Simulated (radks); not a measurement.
**Sb³⁻ held by a Watson sphere**

An exercise on one series of results from a longer session: the logs are not shown, and one member is left open.

Method: scalar-relativistic Kohn-Sham, LDA (Slater exchange, Perdew-Wang correlation), spin-unpolarised, spherical densities, point nucleus. Code: radks (a radial shooting solver on a logarithmic mesh, Libxc functionals) version 1.

## The atom as given

* element: antimony (Z = 51)
* charge: -3
* electrons: 54
* configuration: [Xe]

Outer shells as boxes (Hund's rule):

Sb³⁻
```
[Kr] core
4d [↑↓][↑↓][↑↓][↑↓][↑↓]
5s [↑↓]
5p [↑↓][↑↓][↑↓]
```

Set-up of the first run:

The run's settings:

```text
Z 51
configuration [Xe]
relativity scalar-relativistic
functional lda,pw
spin unpolarised
nucleus point
c 137.035999084
watson charge 4.43 radius 2.58 bohr
response adiabatic LDA kernel
```

Among the steps run: R = 2.58 bohr; R = 3.55 bohr; R = 3.68 bohr; R = 4.03 bohr; R = 4.33 bohr; R = 4.7 bohr; R = 4.88 bohr.

One table of the session follows, with a row left open; its other results are not shown here.

```
R (bohr)  highest level (eV)  its <r> (bohr)  sum of <r²> (bohr²)  α (bohr³)
    2.58             -18.581           2.587                77.51      31.16
    3.55             -14.708           2.994                94.96      60.11
    3.68             -14.252           3.046                97.34      65.46
    4.03             -13.108           3.182                103.8      82.05
    4.33             -12.223           3.295                109.4      99.08
     4.7                   ?               ?                    ?          ?
    4.88             -10.812           3.495                119.8      138.4
```

Estimate the missing values for R (bohr) = 4.7.

Worked estimate for «highest level (eV)». A straight line through the neighbours (4.33, -12.223) and (4.88, -10.812) gives -12.223 + (-10.812 + 12.223) × (4.7 − 4.33) / (4.88 − 4.33) = -11.274; a parabola fitted to 3 rows on both sides gives -11.244.

The run gave: highest level (eV): -11.245; its <r> (bohr): 3.431; sum of <r²> (bohr²): 116.3; α (bohr³): 124.3. In «highest level (eV)» the line misses by -0.029 and the parabola by +0.001.

What this shows: From R = 2.58 to 4.88 bohr the top level moves from -18.581 to -10.812 eV and its mean radius from 2.59 to 3.50 bohr. A wider sphere makes a shallower well, so the ion swells.
